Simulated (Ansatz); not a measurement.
WAu:

```
CELL_PARAMETERS angstrom
0.00000 2.74798 2.74798
2.74798 0.00000 2.74798
2.74798 2.74798 0.00000
ATOMIC_POSITIONS crystal
W 0.00000 0.00000 0.00000
Au 0.75000 0.75000 0.75000
```

The cell was built by a generator and needn't be a form met in nature.

* Program: Ansatz 0.2.0
* Task: relaxation of cell and atoms
* Functional: revPBE
* Potentials or basis: Ansatz PAW
* Cutoff: 420 eV (not typed: the program's choice for these potentials)
* k mesh: 8 × 8 × 8
* Occupations: fermi-dirac, width 0.05 eV
* Spin: no spin polarisation

At the start: volume 20.75 Å³/atom.

How do energy, volume and symmetry change on relaxing?

It ends after 6 steps and the volume is 24.95 Å³/atom (+20.2 %); space group F-43m (No. 216, to 0.05 Å).

The path:
| step | energy change (eV) | largest force (eV/Å) | volume (Å³) |
| --- | --- | --- | --- |
| 1 | 0.0000 | 0.0000 | 41.50 |
| 2 | -0.7264 | 0.0000 | 47.87 |
| 3 | -0.7569 | 0.0000 | 49.31 |
| 4 | -0.7594 | 0.0000 | 49.86 |
| 5 | -0.7594 | 0.0000 | 49.90 |
| 6 | -0.7627 | 0.0000 | 49.90 |

Final structure:
```cif
data_structure
_symmetry_space_group_name_H-M 'P 1'
_symmetry_Int_Tables_number 1
_cell_length_a 4.1324
_cell_length_b 4.1324
_cell_length_c 4.1324
_cell_angle_alpha 60.000
_cell_angle_beta 60.000
_cell_angle_gamma 60.000
_cell_volume 49.90
loop_
_atom_site_label
_atom_site_type_symbol
_atom_site_fract_x
_atom_site_fract_y
_atom_site_fract_z
_atom_site_occupancy
W1 W 0.00000 0.00000 0.00000 1
Au1 Au 0.75000 0.75000 0.75000 1
```

Caveat: the volume moved by over 15 % at a fixed basis, so the end points are rough; the plane-wave basis is chosen anew once the cell has moved, so the energies of steps on either side of that aren't comparable; the PAW data sets come from PBE, with cores solved anew for the run's functional, which leaves a small shift of forces and pressure.
